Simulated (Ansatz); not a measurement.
CH6B2Se, SMILES BB(C)[SeH], a rigid scan of one bond length

With the Ansatz DFT code, driven from Python.

Typed at the interpreter:
```pycon
>>> import ansatz as az
>>> import numpy as np
>>> geometry_ang = [
...     ('B', (-1.345, 0.4454, -0.7415)),
...     ('B', (0.0558, -0.166, -0.2944)),
...     ('C', (0.3095, -0.4853, 1.2218)),
...     ('Se', (1.541, -0.5253, -1.6874)),
...     ('H', (-1.5971, 0.7261, -1.9083)),
...     ('H', (-2.2242, 0.7308, 0.0547)),
...     ('H', (-0.3764, -1.2192, 1.6085)),
...     ('H', (0.3068, 0.4624, 1.8265)),
...     ('H', (1.3644, -0.8955, 1.3921)),
...     ('H', (2.0482, 0.8754, -1.4691)),
... ]
>>> system = az.Crystal.molecule()
>>> for symbol, xyz in geometry_ang:
...     system = system.atom(symbol, xyz)
...
>>> symbols = [site.symbol for site in system.cartesian_sites]
>>> start = np.array([site.position_ang for site in system.cartesian_sites])
>>> axis = (start[7] - start[2]) / np.linalg.norm(start[7] - start[2])
>>> moving = [7]
>>> lengths, energies = [0.989, 1.034, 1.079, 1.124, 1.169, 1.214, 1.259, 1.327], []
>>> for length in lengths:
...     xyz = start.copy()
...     xyz[moving] += (length - np.linalg.norm(start[7] - start[2])) * axis
...     point = az.Crystal.molecule()
...     for symbol, place in zip(symbols, xyz):
...         point = point.atom(symbol, place.tolist())
...     model = (
...         point.calculation()
...         .basis(gaussian='def2-SVP')
...         .functional('hf')
...         .accuracy('medium')
...     )
...     r = model.run().report
...     energies.append(r['free_energy_ev'])
...     print(f'r = {length:6.3f} A  E = {energies[-1]:.5f} eV  <S^2> = {abs(r["mean_field"]["state"]["spin_squared"]):.3f}')
...
r =  0.989 A  E = -67760.27990 eV  <S^2> = 0.000
r =  1.034 A  E = -67760.45253 eV  <S^2> = 0.000
r =  1.079 A  E = -67760.52404 eV  <S^2> = 0.000
r =  1.124 A  E = -67760.51688 eV  <S^2> = 0.000
r =  1.169 A  E = -67760.44886 eV  <S^2> = 0.000
r =  1.214 A  E = -67760.33415 eV  <S^2> = 0.000
r =  1.259 A  E = -67760.18395 eV  <S^2> = 0.000
r =  1.327 A  E = -67759.90884 eV  <S^2> = 0.000
>>> fit = np.polynomial.Polynomial.fit(lengths, np.array(energies) - min(energies), 4).convert()
>>> roots = [r.real for r in fit.deriv().roots() if abs(r.imag) < 1e-9 and fit.deriv(2)(r.real) > 0]
>>> r_e = min(roots, key=lambda r: abs(r - lengths[int(np.argmin(energies))]))
>>> print(f'minimum of the fit at {r_e:.4f} A, force constant {fit.deriv(2)(r_e):.2f} eV/A^2')
minimum of the fit at 1.0964 A, force constant 35.31 eV/A^2
```

These settings explore the input space; basis and method may be short of convergence. The rest of the molecule is held rigid at a force-field or estimated start geometry, and the basis set is modest; single-reference methods fail as a bond breaks. Hartree-Fock leaves correlation out, so bond, atomisation and ionisation energies come out well too low. The orbitals are restricted, so S² is zero by construction. Timing: 17 s on 1 thread of Arm Neoverse V2, on a shared host, peak memory 0.26 GiB.
